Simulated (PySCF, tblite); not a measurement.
# C6H7FO2: a rotation path, then NMR shifts on frames, part 1 of 2

How do NMR shifts of C6H7FO2 (`COC1=C[C@@H](F)C=CO1`) change as the atoms move?

Programs: tblite 0.8.0 and PySCF 2.14.0, with density-fitted response routines of our own. Each step states its level of theory. These are calculated values for one molecule in the gas phase, unless marked as measured. Atoms count from 0, in the outputs and in this text.

## 1. Starting geometry

16 atoms, charge 0, multiplicity 1; geometry from: GFN2-xTB.

Bonds of the start (Å): C0–O1 1.42, O1–C2 1.35, C2–C3 1.34, C3–C4 1.49, C4–F5 1.42, C4–C6 1.49, C6–C7 1.33, C7–O8 1.36, O8–C2 1.36, C0–H9 1.09, C0–H10 1.09, C0–H11 1.09, C3–H12 1.07, C4–H13 1.10, C6–H14 1.08, C7–H15 1.08.

## 2. A band between two rotamers with GFN2-xTB

The job: settings as JSON, then the geometry in Å.

```
{"job": {"kind": "neb", "xc": "GFN2-xTB", "basis": "xTB", "atoms": [8, 2, 1, 0], "turn": 180}, "charge": 0, "multiplicity": 1}
C      2.679158     0.807706     0.102145
O      1.874347    -0.165024     0.744198
C      0.557463    -0.163077     0.468253
C     -0.258481    -1.093280     0.974335
C     -1.726730    -1.056589     0.733623
F     -2.395433    -0.670972     1.923258
C     -2.052334    -0.060995    -0.331146
C     -1.141421     0.794636    -0.775240
O      0.161681     0.810710    -0.396713
H      3.687598     0.635006     0.471633
H      2.655412     0.687007    -0.984133
H      2.357874     1.820314     0.357961
H      0.142458    -1.835675     1.640372
H     -2.144517    -2.050929     0.523577
H     -3.068124    -0.008287    -0.683034
H     -1.336550     1.558393    -1.513016
```

With the program's defaults for keys left out, this is: GFN2-xTB climbing-image nudged elastic band, gas phase.

Run with:

```bash
$ OMP_NUM_THREADS=1 python probes_run.py task.json out
```

One launch serves the whole session: the jobs run in the order shown.

The log of the run:

```text
image   E - E0 / eV
  0      -0.0000
  1       0.0208
  2       0.0722
  3       0.1317
  4       0.1781
  5       0.1815
  6       0.1439
  7       0.0792
  8       0.0421
```

Run time: 9.6 s. Hardware: 1 thread, shared host.

The final band, with the dihedral O8–C2–O1–C0:

```tsv
image	dihedral (°)	energy (eV)	energy (kcal/mol)
0	-1	0.000	0.0
1	21	0.021	0.5
2	43	0.072	1.7
3	66	0.132	3.0
4	90	0.178	4.1
5	115	0.181	4.2
6	140	0.144	3.3
7	160	0.079	1.8
8	178	0.042	1.0
```

## 3. Shielding tensors: image 0, PBE0/pcSseg-1

The job: settings as JSON, then the geometry in Å.

```
{"job": {"kind": "nmr", "xc": "PBE0", "basis": "pcSseg-1", "pop": false}, "charge": 0, "multiplicity": 1}
C      2.679200     0.807700     0.102100
O      1.874300    -0.165000     0.744200
C      0.557500    -0.163100     0.468300
C     -0.258500    -1.093300     0.974300
C     -1.726700    -1.056600     0.733600
F     -2.395400    -0.671000     1.923300
C     -2.052300    -0.061000    -0.331100
C     -1.141400     0.794600    -0.775200
O      0.161700     0.810700    -0.396700
H      3.687600     0.635000     0.471600
H      2.655400     0.687000    -0.984100
H      2.357900     1.820300     0.358000
H      0.142500    -1.835700     1.640400
H     -2.144500    -2.050900     0.523600
H     -3.068100    -0.008300    -0.683000
H     -1.336500     1.558400    -1.513000
```

With the program's defaults for keys left out, this is: GIAO PBE0/pcSseg-1 NMR shielding, non-relativistic, gas phase.

The log of the run:

```text
coarse grid: 14120 points
cycle   1  E = -482.3090526073  dE =  1.627e+00  |g| = 7.999e-01  |ddm| = 3.666e+00
cycle   2  E = -482.2090898911  dE =  9.996e-02  |g| = 1.121e+00  |ddm| = 1.419e+00
cycle   3  E = -482.4231855936  dE = -2.141e-01  |g| = 1.186e-01  |ddm| = 9.367e-01
cycle   4  E = -482.4253250668  dE = -2.139e-03  |g| = 6.237e-02  |ddm| = 1.506e-01
cycle   5  E = -482.4260157096  dE = -6.906e-04  |g| = 1.834e-02  |ddm| = 5.729e-02
cycle   6  E = -482.4260814506  dE = -6.574e-05  |g| = 6.018e-03  |ddm| = 1.918e-02
cycle   7  E = -482.4260891335  dE = -7.683e-06  |g| = 1.647e-03  |ddm| = 5.561e-03
final grid: 138872 points
cycle   8  E = -482.5076209683  dE = -2.949e-05  |g| = 1.446e-02  |ddm| = 3.241e-02
cycle   9  E = -482.5075565425  dE =  6.443e-05  |g| = 2.349e-02  |ddm| = 2.537e-02
cycle  10  E = -482.5076582519  dE = -1.017e-04  |g| = 2.400e-03  |ddm| = 1.715e-02
cycle  11  E = -482.5076597187  dE = -1.467e-06  |g| = 4.942e-04  |ddm| = 2.393e-03
cycle  12  E = -482.5076597641  dE = -4.540e-08  |g| = 1.821e-04  |ddm| = 5.332e-04
cycle  13  E = -482.5076597704  dE = -6.304e-09  |g| = 4.696e-05  |ddm| = 1.490e-04
cycle  14  E = -482.5076597707  dE = -3.749e-10  |g| = 1.710e-05  |ddm| = 4.269e-05
converged SCF energy = -482.5076597707

GIAO shielding tensors (ppm)
atom      isotropic    diamagn.    paramagn.     s11        s22        s33       span
  0 C      132.286     244.076    -111.790    105.082    112.159    179.617     74.535
  1 O      234.288     395.738    -161.450    151.449    249.237    302.178    150.729
  2 C       20.540     253.700    -233.160    -68.916     49.808     80.728    149.644
  3 C      105.262     256.141    -150.879     37.910    119.470    158.406    120.495
  4 C      103.182     238.571    -135.389     58.910     83.091    167.543    108.633
  5 F      294.379     473.764    -179.385    176.148    285.959    421.030    244.883
  6 C       75.944     259.387    -183.443    -29.120     93.684    163.269    192.389
  7 C       38.124     248.705    -210.581    -58.370     66.186    106.556    164.926
  8 O      141.480     403.017    -261.537     38.734     78.386    307.321    268.587
  9 H       27.859      27.203       0.655     23.811     26.019     33.746      9.935
 10 H       27.877      29.465      -1.588     24.124     25.782     33.727      9.603
 11 H       27.757      29.118      -1.361     23.951     25.802     33.518      9.568
 12 H       26.809      31.290      -4.481     22.865     28.108     29.454      6.588
 13 H       25.698      28.393      -2.695     22.373     25.212     29.510      7.137
 14 H       26.037      29.890      -3.853     23.983     26.755     27.373      3.390
 15 H       24.839      29.800      -4.962     21.131     26.399     26.986      5.855
```

Run time: 95 s. Hardware: 1 thread, shared host.

Shifts follow as δ = σ(reference) − σ, with reference shieldings (ppm) from runs at the same level and on the same kind of geometry: ¹H TMS 31.72, ¹³C TMS 186.9, ¹⁹F CFCl3 170.9, ¹⁷O H2O 336.1. The references are single molecules in the gas phase, so shifts against H2O, NH3, PH3, H3PO4 or CFCl3 are not on the usual liquid scales and can be off by tens of ppm. Each atom is listed at this fixed geometry, with no averaging over motion; a spectrum would average atoms that exchange fast.

```tsv
atoms	environment	σ (ppm)	δ (ppm)
C2	alkene carbon bearing oxygen	20.5	166.4
C7	alkene carbon bearing oxygen	38.1	148.8
C6	β carbon of an enol-ether or enamine type C=C	75.9	111.0
C4	allylic sp3 CH bonded to F	103.2	83.7
C3	β carbon of an enol-ether or enamine type C=C	105.3	81.7
C0	methyl carbon bonded to O	132.3	54.6
H15	hydrogen on an alkene carbon bearing oxygen	24.84	6.88
H13	hydrogen on an allylic sp3 CH bonded to F	25.70	6.02
H14	hydrogen on a β carbon of an enol-ether or enamine type C=C	26.04	5.68
H12	hydrogen on a β carbon of an enol-ether or enamine type C=C	26.81	4.91
H11	hydrogen on a methyl carbon bonded to O	27.76	3.96
H9	hydrogen on a methyl carbon bonded to O	27.86	3.86
H10	hydrogen on a methyl carbon bonded to O	27.88	3.84
O8	ether oxygen	141.5	194.6
O1	ether oxygen	234.3	101.8
F5	fluorine on an sp3 carbon	294.4	-123.4
```

Ring of atoms C2, C3, C4, C6, C7, O8: NICS(0) -2.2, NICS(1) -3.4, NICS(1)zz -3.4 ppm (means of both faces; NICS(1) differs between them: -4.6 and -2.3).

The fields below are evaluated on a grid from the run's orbitals.

Frontier orbitals at PBE0/pcSseg-1, with the share of their density that lies nearest to each atom:

```tsv
orbital	energy (eV)	lies on
HOMO	-6.61	C3 39 %; O1 16 %; C2 15 %
LUMO	0.04	C6, C7 about 28 % each; H14, H15 about 7 % each; C3 8 %
```

ELF in a plane through or near 12 of the atoms.

Values, 10 rows by 14 columns:
```
0.00 0.00 0.00 0.00 0.00 0.00 0.00 0.00 0.00 0.00 0.00 0.00 0.00 0.00
0.00 0.00 0.00 0.00 0.00 0.00 0.00 0.01 0.01 0.00 0.00 0.00 0.00 0.00
0.00 0.00 0.00 0.00 0.00 0.00 0.01 0.99 0.99 0.01 0.01 0.00 0.00 0.00
0.00 0.00 0.00 0.01 0.02 0.06 0.38 0.57 0.64 0.18 0.98 0.48 0.00 0.00
0.00 0.00 0.02 0.20 0.65 0.05 0.39 0.75 0.79 0.42 0.93 0.35 0.00 0.00
0.00 0.00 0.97 0.97 0.18 0.60 0.23 0.50 0.44 0.64 0.17 0.00 0.00 0.00
0.00 0.00 0.95 0.87 0.41 0.88 0.15 0.33 0.77 0.46 0.18 0.00 0.00 0.00
0.00 0.00 0.00 0.00 0.09 0.34 0.07 1.00 0.73 0.01 0.00 0.00 0.00 0.00
0.00 0.00 0.00 0.00 0.00 0.00 0.01 0.30 0.04 0.00 0.00 0.00 0.00 0.00
0.00 0.00 0.00 0.00 0.00 0.00 0.00 0.00 0.00 0.00 0.00 0.00 0.00 0.00
```
The map spans 12.6 Å across and 10.3 Å up, centred on the molecule. Atoms in the plane (x, y in Å): C0 (-2.8, 0.0), O1 (-1.7, -0.9), C2 (-0.5, -0.4), C3 (0.6, -1.2), C4 (2.0, -0.7), C6 (2.0, 0.8), C7 (0.8, 1.5), O8 (-0.4, 0.9), H9 (-3.7, -0.6), H12 (0.4, -2.3), H14 (2.9, 1.3), H15 (0.8, 2.6).

log10 of the density (e/Å³) in the same plane.

Ten even steps from ' ' (-4.0) to '@' (2.0):
```
                                                        
                                                        
                          ....::....                    
                        ..::--==----....                
                      ..::==++++++==--::::..            
            ........::--====**##**++======--::..        
          ..::--------==++++**##**++++++++==--..        
      ..::----========++######@@##********++--::        
      ::--==++****++++**%%%%##****##@@****==--::        
    ..--==++**%%##**++++####**++****##**++--::..        
    ..--==****%%##******%%##**++****##**++--::..        
    ..--++********##%%##############%%**++==--..        
    ..::====++==++####**++**##%%********++==::..        
      ..::------==++++++==++****++++======--::..        
        ......::--========++****++==------::..          
                ....::::--========--::....              
                        ..::----::..                    
                            ....                        
                                                        
                                                        
```
The map spans 12.6 Å across and 10.3 Å up, centred on the molecule. Atoms in the plane (x, y in Å): C0 (-2.8, 0.0), O1 (-1.7, -0.9), C2 (-0.5, -0.4), C3 (0.6, -1.2), C4 (2.0, -0.7), C6 (2.0, 0.8), C7 (0.8, 1.5), O8 (-0.4, 0.9), H9 (-3.7, -0.6), H12 (0.4, -2.3), H14 (2.9, 1.3), H15 (0.8, 2.6).

On the surface of density 0.002 e/bohr³ the electrostatic potential runs, from the 1st to the 99th percentile, from -1.50 V near F5 to 1.21 V near H15.

## 4. NMR shieldings: image 2, PBE0/pcSseg-1

The job: settings as JSON, then the geometry in Å.

```
{"job": {"kind": "nmr", "xc": "PBE0", "basis": "pcSseg-1", "pop": false}, "charge": 0, "multiplicity": 1}
C      2.661800     0.833800     0.263500
O      1.929900    -0.384000     0.280800
C      0.587400    -0.278300     0.194500
C     -0.221500    -1.063800     0.907400
C     -1.703800    -0.949200     0.818100
F     -2.188800    -0.354000     2.008800
C     -2.086100    -0.082600    -0.336600
C     -1.180600     0.641000    -0.983100
O      0.152500     0.621700    -0.736300
H      3.706700     0.546900     0.356400
H      2.507000     1.387800    -0.664000
H      2.374800     1.457600     1.114600
H      0.204400    -1.747700     1.619800
H     -2.207700    -1.924400     0.801400
H     -3.129400    -0.005100    -0.590000
H     -1.414300     1.309200    -1.799200
```

Level: GIAO PBE0/pcSseg-1 NMR shielding, non-relativistic, gas phase.

The log of the run:

```text
coarse grid: 14120 points
cycle   1  E = -482.3087266584  dE =  1.611e+00  |g| = 8.010e-01  |ddm| = 3.653e+00
cycle   2  E = -482.2076687920  dE =  1.011e-01  |g| = 1.128e+00  |ddm| = 1.428e+00
cycle   3  E = -482.4226782900  dE = -2.150e-01  |g| = 1.144e-01  |ddm| = 9.379e-01
cycle   4  E = -482.4246472729  dE = -1.969e-03  |g| = 6.151e-02  |ddm| = 1.463e-01
cycle   5  E = -482.4253149523  dE = -6.677e-04  |g| = 1.844e-02  |ddm| = 5.797e-02
cycle   6  E = -482.4253813130  dE = -6.636e-05  |g| = 6.017e-03  |ddm| = 1.899e-02
cycle   7  E = -482.4253890426  dE = -7.730e-06  |g| = 1.639e-03  |ddm| = 5.613e-03
final grid: 138872 points
cycle   8  E = -482.5070355377  dE = -2.867e-05  |g| = 1.452e-02  |ddm| = 3.023e-02
cycle   9  E = -482.5069707122  dE =  6.483e-05  |g| = 2.355e-02  |ddm| = 2.492e-02
cycle  10  E = -482.5070728913  dE = -1.022e-04  |g| = 2.448e-03  |ddm| = 1.708e-02
cycle  11  E = -482.5070744053  dE = -1.514e-06  |g| = 5.031e-04  |ddm| = 2.428e-03
cycle  12  E = -482.5070744521  dE = -4.675e-08  |g| = 1.724e-04  |ddm| = 5.200e-04
cycle  13  E = -482.5070744576  dE = -5.577e-09  |g| = 4.451e-05  |ddm| = 1.467e-04
cycle  14  E = -482.5070744580  dE = -3.291e-10  |g| = 1.787e-05  |ddm| = 4.371e-05
converged SCF energy = -482.5070744580

GIAO shielding tensors (ppm)
atom      isotropic    diamagn.    paramagn.     s11        s22        s33       span
  0 C      129.850     244.572    -114.723     99.544    106.899    183.106     83.561
  1 O      239.509     396.605    -157.097    163.963    249.408    305.155    141.191
  2 C       19.056     252.164    -233.109    -71.786     50.879     78.074    149.860
  3 C       98.985     256.810    -157.825     27.212    113.137    156.606    129.394
  4 C      103.098     238.515    -135.417     59.925     82.874    166.493    106.568
  5 F      297.834     474.998    -177.164    183.842    289.780    419.879    236.037
  6 C       76.999     259.389    -182.391    -27.327     94.972    163.351    190.678
  7 C       36.789     248.610    -211.821    -60.644     64.748    106.265    166.909
  8 O      134.686     402.325    -267.639     18.183     77.716    308.160    289.977
  9 H       27.818      27.485       0.334     24.051     25.659     33.746      9.695
 10 H       27.407      29.489      -2.082     22.925     26.459     32.837      9.912
 11 H       28.216      28.949      -0.732     24.701     25.897     34.051      9.350
 12 H       26.600      31.502      -4.902     22.938     27.560     29.301      6.363
 13 H       25.748      28.288      -2.540     22.567     25.101     29.577      7.011
 14 H       26.086      29.777      -3.691     24.034     26.841     27.383      3.349
 15 H       24.798      29.524      -4.726     21.140     26.332     26.924      5.784
```

Wall time 73 s (1 thread, shared host).

In short: δ C2 167.9, C7 150.1, C6 109.9, C3 87.9, H15 6.92, H13 5.97 ppm.

(Continued in part 2 of 2.)
